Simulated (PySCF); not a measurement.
# [Lu(H2O)5]3+: other functionals and bases at one geometry

Aim: see how levels, charges and forces of [Lu(H2O)5]3+ depend on the level of theory. The structure is generated, not taken from experiment.

Computed with PySCF 2.14.0. Level: several levels, as the steps say, no spin–orbit coupling.

4 further runs of the same task are left out: 2 for a known fault of the program, 2 set aside as unsound or not needed.

## Step 1: Starting geometry

16 atoms, charge 3, spin multiplicity 1.

Bond lengths: Lu1–O2 2.263 Å, Lu1–O5 2.263 Å, Lu1–O8 2.237 Å, Lu1–O11 2.274 Å, Lu1–O14 2.274 Å, O2–H3 0.989 Å, O2–H4 0.989 Å, O5–H6 0.989 Å, O5–H7 0.989 Å, O8–H9 0.991 Å, O8–H10 0.991 Å, O11–H12 0.990 Å, O11–H13 0.990 Å, O14–H15 0.990 Å, O14–H16 0.990 Å. Angles: O2–Lu1–O5 149.5°, O2–Lu1–O8 105.3°, O2–Lu1–O11 86.2°, O2–Lu1–O14 86.2°, O5–Lu1–O8 105.3°, O5–Lu1–O11 86.2°, O5–Lu1–O14 86.2°, O8–Lu1–O11 104.5°, O8–Lu1–O14 104.5°, O11–Lu1–O14 151.0°, Lu1–O2–H3 128.1°, Lu1–O2–H4 127.9°, H3–O2–H4 104.0°, Lu1–O5–H6 128.1°, Lu1–O5–H7 127.9°, H6–O5–H7 104.0°, Lu1–O8–H9 128.0°, Lu1–O8–H10 128.0° and more.

Geometry (Å):

```
Lu   -0.0328    0.0000    0.0000
O    -0.6286    0.0438    2.1823
H    -0.7694    0.8340    2.7607
H    -0.8118   -0.7237    2.7781
O    -0.6286   -0.0438   -2.1823
H    -0.7694   -0.8340   -2.7607
H    -0.8118    0.7237   -2.7781
O     2.2044    0.0000    0.0000
H     2.8145   -0.0044   -0.7813
H     2.8145    0.0044    0.7813
O    -0.6022    2.2013   -0.0434
H     0.0032    2.9841   -0.0733
H    -1.5071    2.6025   -0.0347
O    -0.6022   -2.2013    0.0434
H    -1.5071   -2.6025    0.0347
H     0.0032   -2.9841    0.0733
```

Formal oxidation states: Lu +3. Each metal's 14 4f electrons lie in its core potential, so multiplicities, spins and levels count the valence alone. An earlier session relaxed this geometry at TPSS, Lu lcecp-1-SVP with ECP60, O def2-SVP, H def2-SVP (singlet, point group C2).

At TPSS on the finer grid: E = -420.980694 Eh, HOMO -21.79 eV, LUMO -14.33 eV, Mulliken charge on Lu1 +1.36 e, largest force component 0.018 eV/Å. 

Levels to run: M06-L; BP86; PBE; wB97X; TPSS, TZVP. Hardware: 4 threads of Arm Neoverse V1, shared host.

## Step 2: M06-L

The input, run.py (the lines that set the calculation):

```python
mol = gto.M(atom='''
Lu    -0.03281     0.00000     0.00000
O     -0.62864     0.04381     2.18227
H     -0.76939     0.83402     2.76071
H     -0.81185    -0.72371     2.77806
O     -0.62864    -0.04381    -2.18227
H     -0.76939    -0.83402    -2.76071
H     -0.81185     0.72371    -2.77806
O      2.20440     0.00000     0.00000
H      2.81447    -0.00443    -0.78126
H      2.81447     0.00443     0.78126
O     -0.60223     2.20133    -0.04340
H      0.00319     2.98407    -0.07326
H     -1.50705     2.60255    -0.03465
O     -0.60223    -2.20133     0.04340
H     -1.50705    -2.60255     0.03465
H      0.00319    -2.98407     0.07326''',
    basis={'Lu': 'lcecp-1-SVP', 'O': 'def2-SVP', 'H': 'def2-SVP'},
    ecp={'Lu': 'lcecp-1-SVP'},
    charge=3, spin=0)
mf = dft.RKS(mol, xc='M06L')
mf.grids.atom_grid = (75, 302)  # f atoms: unpruned, at least (60, 302)
mf = mf.density_fit()  # fitting sets: Lu AutoAux, O def2-universal-JKFIT, H def2-universal-JKFIT
mf.conv_tol = 1e-08; mf.max_cycle = 55
mf.kernel(dm0)  # dm0: the density of the relaxed state
```

The run is started by

```console
> OMP_NUM_THREADS=4 python run.py
```

The program printed:

```text
init E= -420.922054541932
  HOMO = -0.816787335435823  LUMO = -0.519339281755303  gap/eV = 8.09397
cycle= 1 E= -420.928678694418  delta_E= -0.00662  |g|= 0.0331  |ddm|= 0.283
  HOMO = -0.812135576244949  LUMO = -0.528825761992531  gap/eV = 7.70925
cycle= 2 E= -420.928573729749  delta_E= 0.000105  |g|= 0.0432  |ddm|= 0.0736
  HOMO = -0.814465552915052  LUMO = -0.524908150029024  gap/eV = 7.87926
cycle= 3 E= -420.928985801552  delta_E= -0.000412  |g|= 0.00782  |ddm|= 0.0375
  HOMO = -0.813679926233066  LUMO = -0.523493968560677  gap/eV = 7.89636
cycle= 4 E= -420.928997702385  delta_E= -1.19e-05  |g|= 0.00105  |ddm|= 0.00712
  HOMO = -0.813761299233446  LUMO = -0.523680391827877  gap/eV = 7.89350
cycle= 5 E= -420.928997963139  delta_E= -2.61e-07  |g|= 0.000259  |ddm|= 0.00117
  HOMO = -0.81377165843959  LUMO = -0.523696772767392  gap/eV = 7.89334
cycle= 6 E= -420.928997972547  delta_E= -9.41e-09  |g|= 0.000156  |ddm|= 0.000231
  HOMO = -0.813761269834936  LUMO = -0.52369850794801  gap/eV = 7.89301
cycle= 7 E= -420.928997977169  delta_E= -4.62e-09  |g|= 7.19e-06  |ddm|= 0.000101
  HOMO = -0.813760639628313  LUMO = -0.523697067284373  gap/eV = 7.89303
Extra cycle  E= -420.928997977165  delta_E= 4.32e-12  |g|= 7.9e-06  |ddm|= 1.04e-05
converged SCF energy = -420.928997977165
```

It took 14 s on 4 threads of Arm Neoverse V1, shared host.

It gives: E = -420.928998 Eh, HOMO -22.14 eV, LUMO -14.25 eV, Mulliken charge on Lu1 +1.60 e, largest force component 0.436 eV/Å. 

## Step 3: BP86

run.py (the lines that set the calculation), as its differences from that of step 2:

```diff
@@ -20,3 +20,3 @@
     charge=3, spin=0)
-mf = dft.RKS(mol, xc='M06L')
+mf = dft.RKS(mol, xc='B88,P86')
 mf.grids.atom_grid = (75, 302)  # f atoms: unpruned, at least (60, 302)
```

The run is started by

```console
> OMP_NUM_THREADS=4 python run.py
```

The program printed:

```text
init E= -421.010978570577
  HOMO = -0.798439601375602  LUMO = -0.542882832884844  gap/eV = 6.95405
cycle= 1 E= -421.011667517965  delta_E= -0.000689  |g|= 0.0396  |ddm|= 0.123
  HOMO = -0.804462040412168  LUMO = -0.536884529973669  gap/eV = 7.28115
cycle= 2 E= -421.010878197784  delta_E= 0.000789  |g|= 0.0762  |ddm|= 0.0867
  HOMO = -0.800313732881765  LUMO = -0.538980930787993  gap/eV = 7.11123
cycle= 3 E= -421.012013289777  delta_E= -0.00114  |g|= 0.00412  |ddm|= 0.0506
  HOMO = -0.800589656289398  LUMO = -0.540058148602619  gap/eV = 7.08942
cycle= 4 E= -421.012019046076  delta_E= -5.76e-06  |g|= 0.000505  |ddm|= 0.00617
  HOMO = -0.800606166005189  LUMO = -0.540062288941773  gap/eV = 7.08976
cycle= 5 E= -421.012019064201  delta_E= -1.81e-08  |g|= 0.000384  |ddm|= 0.000493
  HOMO = -0.800585610732318  LUMO = -0.540052091248147  gap/eV = 7.08948
cycle= 6 E= -421.012019091249  delta_E= -2.7e-08  |g|= 2.99e-05  |ddm|= 0.000244
  HOMO = -0.800584995548645  LUMO = -0.540050177107593  gap/eV = 7.08951
cycle= 7 E= -421.012019091408  delta_E= -1.59e-10  |g|= 3.59e-06  |ddm|= 2.2e-05
  HOMO = -0.80058465314822  LUMO = -0.540049731770809  gap/eV = 7.08952
Extra cycle  E= -421.012019091405  delta_E= 2.73e-12  |g|= 5.74e-06  |ddm|= 6.27e-06
converged SCF energy = -421.012019091405
```

Wall time 8.5 s (4 threads of Arm Neoverse V1, shared host).

Read off: E = -421.012019 Eh, HOMO -21.79 eV, LUMO -14.70 eV, Mulliken charge on Lu1 +1.27 e, largest force component 0.167 eV/Å. 

## Step 4: PBE

run.py (the lines that set the calculation), as its differences from that of step 3:

```diff
@@ -20,3 +20,3 @@
     charge=3, spin=0)
-mf = dft.RKS(mol, xc='B88,P86')
+mf = dft.RKS(mol, xc='PBE')
 mf.grids.atom_grid = (75, 302)  # f atoms: unpruned, at least (60, 302)
```

The run is started by

```console
> OMP_NUM_THREADS=4 python run.py
```

The program printed:

```text
init E= -420.550266587949
  HOMO = -0.793401644446544  LUMO = -0.537501389576394  gap/eV = 6.96340
cycle= 1 E= -420.551072662236  delta_E= -0.000806  |g|= 0.0447  |ddm|= 0.131
  HOMO = -0.801241217612252  LUMO = -0.533113545293267  gap/eV = 7.29613
cycle= 2 E= -420.550023060831  delta_E= 0.00105  |g|= 0.0874  |ddm|= 0.0933
  HOMO = -0.796310103304471  LUMO = -0.53480347803734  gap/eV = 7.11596
cycle= 3 E= -420.551492352273  delta_E= -0.00147  |g|= 0.00339  |ddm|= 0.0563
  HOMO = -0.796482954605972  LUMO = -0.535718771518738  gap/eV = 7.09575
cycle= 4 E= -420.551496325171  delta_E= -3.97e-06  |g|= 0.000631  |ddm|= 0.00547
  HOMO = -0.796492970416827  LUMO = -0.535692596834208  gap/eV = 7.09674
cycle= 5 E= -420.55149635965  delta_E= -3.45e-08  |g|= 0.00045  |ddm|= 0.000604
  HOMO = -0.79646591514088  LUMO = -0.535672703667858  gap/eV = 7.09654
cycle= 6 E= -420.551496397291  delta_E= -3.76e-08  |g|= 3.71e-05  |ddm|= 0.000297
  HOMO = -0.79646481546847  LUMO = -0.535669635323167  gap/eV = 7.09660
cycle= 7 E= -420.551496397541  delta_E= -2.51e-10  |g|= 4.89e-06  |ddm|= 2.72e-05
  HOMO = -0.796464675521753  LUMO = -0.535669032715189  gap/eV = 7.09661
Extra cycle  E= -420.551496397535  delta_E= 6.71e-12  |g|= 8.37e-06  |ddm|= 8.84e-06
converged SCF energy = -420.551496397535
```

It took 8.5 s on 4 threads of Arm Neoverse V1, shared host.

Result: E = -420.551496 Eh, HOMO -21.67 eV, LUMO -14.58 eV, Mulliken charge on Lu1 +1.26 e, largest force component 0.101 eV/Å. 

## Step 5: wB97X

run.py (the lines that set the calculation), as its differences from that of step 4:

```diff
@@ -20,3 +20,3 @@
     charge=3, spin=0)
-mf = dft.RKS(mol, xc='PBE')
+mf = dft.RKS(mol, xc='WB97X')
 mf.grids.atom_grid = (75, 302)  # f atoms: unpruned, at least (60, 302)
```

The run is started by

```console
> OMP_NUM_THREADS=4 python run.py
```

The program printed:

```text
init E= -420.876221666638
  HOMO = -0.963306439237776  LUMO = -0.414935692143303  gap/eV = 14.92193
cycle= 1 E= -420.880842461377  delta_E= -0.00462  |g|= 0.0236  |ddm|= 0.152
  HOMO = -0.9630457031573  LUMO = -0.417128562661662  gap/eV = 14.85516
cycle= 2 E= -420.881094569326  delta_E= -0.000252  |g|= 0.00589  |ddm|= 0.0402
  HOMO = -0.963060916041318  LUMO = -0.415980662398149  gap/eV = 14.88681
cycle= 3 E= -420.881114293174  delta_E= -1.97e-05  |g|= 0.00417  |ddm|= 0.01
  HOMO = -0.962574551089452  LUMO = -0.415955645761376  gap/eV = 14.87426
cycle= 4 E= -420.881118089187  delta_E= -3.8e-06  |g|= 0.00128  |ddm|= 0.00411
  HOMO = -0.962743827049331  LUMO = -0.416082385442712  gap/eV = 14.87542
cycle= 5 E= -420.881118509764  delta_E= -4.21e-07  |g|= 0.000177  |ddm|= 0.00124
  HOMO = -0.962737194436415  LUMO = -0.416074059280478  gap/eV = 14.87546
cycle= 6 E= -420.881118536996  delta_E= -2.72e-08  |g|= 3.03e-05  |ddm|= 0.000445
  HOMO = -0.962735177247727  LUMO = -0.416072964761411  gap/eV = 14.87544
cycle= 7 E= -420.881118537483  delta_E= -4.87e-10  |g|= 1.65e-05  |ddm|= 5.45e-05
  HOMO = -0.96273735328696  LUMO = -0.416073040753089  gap/eV = 14.87549
Extra cycle  E= -420.8811185375  delta_E= -1.66e-11  |g|= 1.65e-05  |ddm|= 1.96e-05
converged SCF energy = -420.8811185375
```

Wall time 11 s (4 threads of Arm Neoverse V1, shared host).

Read off: E = -420.881119 Eh, HOMO -26.20 eV, LUMO -11.32 eV, Mulliken charge on Lu1 +1.45 e, largest force component 0.471 eV/Å. 

## Step 6: TPSS, TZVP

Basis: Lu lcecp-1-TZVP with ECP60, O def2-TZVP, H def2-TZVP. 

run.py (the lines that set the calculation), as its differences from that of step 5:

```diff
@@ -17,6 +17,6 @@
 H      0.00319    -2.98407     0.07326''',
-    basis={'Lu': 'lcecp-1-SVP', 'O': 'def2-SVP', 'H': 'def2-SVP'},
-    ecp={'Lu': 'lcecp-1-SVP'},
+    basis={'Lu': 'lcecp-1-TZVP', 'O': 'def2-TZVP', 'H': 'def2-TZVP'},
+    ecp={'Lu': 'lcecp-1-TZVP'},
     charge=3, spin=0)
-mf = dft.RKS(mol, xc='WB97X')
+mf = dft.RKS(mol, xc='TPSS')
 mf.grids.atom_grid = (75, 302)  # f atoms: unpruned, at least (60, 302)
@@ -24,2 +24,2 @@
 mf.conv_tol = 1e-08; mf.max_cycle = 55
-mf.kernel(dm0)  # dm0: the density of the relaxed state
+mf.kernel(dm0)  # dm0: free metal ions and neutral atoms
```

The run is started by

```console
> OMP_NUM_THREADS=4 python run.py
```

The program printed:

```text
init E= -412.397893736836
  HOMO = -1.18215624457333  LUMO = -0.74787675787482  gap/eV = 11.81735
cycle= 1 E= -419.191493574668  delta_E= -6.79  |g|= 3.82  |ddm|= 2.95
  HOMO = -0.447972420685492  LUMO = -0.398485930875551  gap/eV = 1.34660
cycle= 2 E= -411.069953720249  delta_E= 8.12  |g|= 6.64  |ddm|= 4.99
  HOMO = -0.841615419549538  LUMO = -0.500801755788075  gap/eV = 9.27401
cycle= 3 E= -421.252366562561  delta_E= -10.2  |g|= 0.839  |ddm|= 4.31
  HOMO = -0.825319697584797  LUMO = -0.586480864187152  gap/eV = 6.49914
cycle= 4 E= -421.408793905421  delta_E= -0.156  |g|= 0.32  |ddm|=    1
  HOMO = -0.793720878814799  LUMO = -0.522369080967452  gap/eV = 7.38386
cycle= 5 E= -421.430259245539  delta_E= -0.0215  |g|= 0.121  |ddm|= 0.293
  HOMO = -0.799284729523747  LUMO = -0.522454905474301  gap/eV = 7.53292
cycle= 6 E= -421.432351375216  delta_E= -0.00209  |g|= 0.0473  |ddm|= 0.0684
  HOMO = -0.802279455331979  LUMO = -0.526108382207065  gap/eV = 7.51500
cycle= 7 E= -421.432751523199  delta_E= -0.0004  |g|= 0.00158  |ddm|= 0.0243
  HOMO = -0.802324963084193  LUMO = -0.52602495467513  gap/eV = 7.51851
cycle= 8 E= -421.432751934735  delta_E= -4.12e-07  |g|= 0.000766  |ddm|= 0.00204
  HOMO = -0.802274756485296  LUMO = -0.525989442025095  gap/eV = 7.51811
cycle= 9 E= -421.432751997618  delta_E= -6.29e-08  |g|= 0.000484  |ddm|= 0.000554
  HOMO = -0.802285808686403  LUMO = -0.525983316565295  gap/eV = 7.51857
cycle= 10 E= -421.432752036538  delta_E= -3.89e-08  |g|= 3.81e-05  |ddm|= 0.00022
  HOMO = -0.802288030061934  LUMO = -0.525989156037002  gap/eV = 7.51848
cycle= 11 E= -421.432752036865  delta_E= -3.27e-10  |g|= 8.46e-06  |ddm|= 3.28e-05
  HOMO = -0.802288601297372  LUMO = -0.525990352473527  gap/eV = 7.51846
Extra cycle  E= -421.432752036865  delta_E= -2.27e-13  |g|= 8.15e-06  |ddm|= 1.12e-05
converged SCF energy = -421.432752036865
```

It took 58 s on 4 threads of Arm Neoverse V1, shared host.

It gives: E = -421.432752 Eh, HOMO -21.83 eV, LUMO -14.31 eV, Mulliken charge on Lu1 +1.90 e, largest force component 0.385 eV/Å. 

## Step 7: Results

| level | state | HOMO (eV) | gap (eV) | charge on Lu1 (e) | dipole (D) | largest force component (eV/Å) | basis functions | time |
| --- | --- | --- | --- | --- | --- | --- | --- | --- |
| TPSS (relaxed here) | singlet | -21.79 | 7.45 | 1.36 | 0.12 | 0.02 | 153 | 57 s |
| M06-L | singlet | -22.14 | 7.89 | 1.60 | 0.12 | 0.44 | 153 | 14 s |
| BP86 | singlet | -21.79 | 7.09 | 1.27 | 0.12 | 0.17 | 153 | 8.5 s |
| PBE | singlet | -21.67 | 7.10 | 1.26 | 0.13 | 0.10 | 153 | 8.5 s |
| wB97X | singlet | -26.20 | 14.88 | 1.45 | 0.10 | 0.47 | 153 | 11 s |
| TPSS, TZVP | singlet | -21.83 | 7.52 | 1.90 | 0.16 | 0.38 | 262 | 58 s |

Times are on 4 threads of Arm Neoverse V1, shared host; the first row also made further properties. The dipole of a charged species depends on the origin, so these sizes hold for this origin alone.

In one basis the HOMO–LUMO gap runs from 7.09 eV (BP86) to 14.88 eV (wB97X). The largest leftover force, 0.47 eV/Å with wB97X, stands at a geometry relaxed at another level. The Mulliken charge on Lu spans +1.26 to +1.90 e over the levels. With 4f in the core, its levels are missing from HOMO and gap, and its count is fixed, so no charge can pass from the ligands into it. Total energies of different levels can't be compared. Spin–orbit coupling is left out throughout.
